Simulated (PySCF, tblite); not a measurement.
**C4H12GeO2Si: geometry, infrared bands and NMR shifts**

Wanted: the infrared bands and NMR shifts of C4H12GeO2Si (`C[Si](C)(C)O[C](=O)[GeH3]`), by calculation.

Computed with tblite 0.8.0 and PySCF 2.14.0, with density-fitted response routines of our own, on a single molecule in the gas phase. Atoms count from 0, in the outputs and in this text.

## Step 1: The molecule as given

20 atoms, charge 0, multiplicity 1; geometry from: force field or distance geometry start.

Bonds of the start (Å): C0–Si1 1.87, Si1–C2 1.86, Si1–C3 1.87, Si1–O4 1.75, O4–C5 1.39, C5–O6 1.26, C5–Ge7 1.93, C0–H8 1.11, C0–H9 1.11, C0–H10 1.12, C2–H11 1.11, C2–H12 1.10, C2–H13 1.11, C3–H14 1.12, C3–H15 1.11, C3–H16 1.10, Ge7–H17 1.54, Ge7–H18 1.55, Ge7–H19 1.55.

## Step 2: Geometry optimisation with GFN2-xTB

What the job is given:

```
{"job": {"kind": "relax", "xc": "GFN2-xTB", "basis": "xTB"}, "charge": 0, "multiplicity": 1}
C     -1.614600    -0.978300     1.046900
Si    -0.828900    -0.147700    -0.436200
C     -1.341300    -1.045800    -1.976800
C     -1.375400     1.637400    -0.537800
O      0.914300    -0.235900    -0.279600
C      1.630300     0.328100     0.766400
O      1.058800     0.965800     1.688800
Ge     3.551300     0.185400     0.786600
H     -1.269200    -2.029300     1.118400
H     -1.352100    -0.433200     1.978900
H     -2.728600    -0.961200     0.924100
H     -1.032000    -2.105500    -1.923800
H     -0.885900    -0.556100    -2.850400
H     -2.450400    -0.996200    -2.079500
H     -1.106100     2.168900     0.408000
H     -2.477400     1.669100    -0.654700
H     -0.875900     2.123500    -1.387500
H      4.049900     0.151200     2.247200
H      4.158900     1.398100     0.046600
H      3.969300    -1.127600     0.073800
```

Started as:

```bash
> OMP_NUM_THREADS=1 python probes_run.py task.json out
```

The driver reads the jobs from task.json and runs them one after another.

**Question.** This job is followed by: GFN2-xTB harmonic vibrations, gas phase; GIAO PBE0/pcSseg-1 NMR shielding, non-relativistic, gas phase. Predict these results of the whole session: strongest single infrared mode (GFN2-xTB); zero-point energy (GFN2-xTB); 13C shifts against TMS (PBE0/pcSseg-1, means over atoms taken as alike); 1H shifts against TMS (PBE0/pcSseg-1, means over atoms taken as alike); 29Si shifts against TMS (PBE0/pcSseg-1); 17O shifts against H2O (PBE0/pcSseg-1); 73Ge shifts against GeMe4 (PBE0/pcSseg-1); surface potential, 1st and 99th percentile.

The runs gave:

| quantity | value |
| --- | --- |
| strongest single infrared mode (GFN2-xTB) | 720 cm⁻¹, 545 km/mol |
| zero-point energy (GFN2-xTB) | 91.2 kcal/mol |
| 13C shifts against TMS (PBE0/pcSseg-1, means over atoms taken as alike) | 184.3, 0.5 ppm |
| 1H shifts against TMS (PBE0/pcSseg-1, means over atoms taken as alike) | 3.82, 0.31 ppm |
| 29Si shifts against TMS (PBE0/pcSseg-1) | 24.8 ppm |
| 17O shifts against H2O (PBE0/pcSseg-1) | 529.1, 262.9 ppm |
| 73Ge shifts against GeMe4 (PBE0/pcSseg-1) | -278 ppm |
| surface potential, 1st and 99th percentile | -1.52 V and 1.04 V |

The optimisation took 71 steps and gained 0.608 eV; among the close pairs (by a distance rule), O4–C5 changed most, from 1.387 to 1.317 Å. All 54 modes are real, so the xTB geometry is a minimum. The strongest single mode, at 720 cm⁻¹, is spread over several atoms, H19, H17, H18, C5 among them. GFN2-xTB is a fitted tight-binding method: band positions and strengths are rough. Its intensities can rank the bands wrongly. At PBE0/pcSseg-1: The largest span, 757 ppm, is at O6, where the paramagnetic term is -599 ppm. By nearest atom (PBE0/pcSseg-1), the HOMO sits on O6 55 %; C5 13 % and the LUMO on C5 42 %; O6 23 %. Spin-orbit coupling is left out, which matters for shieldings and couplings at and beside the heavy atoms.
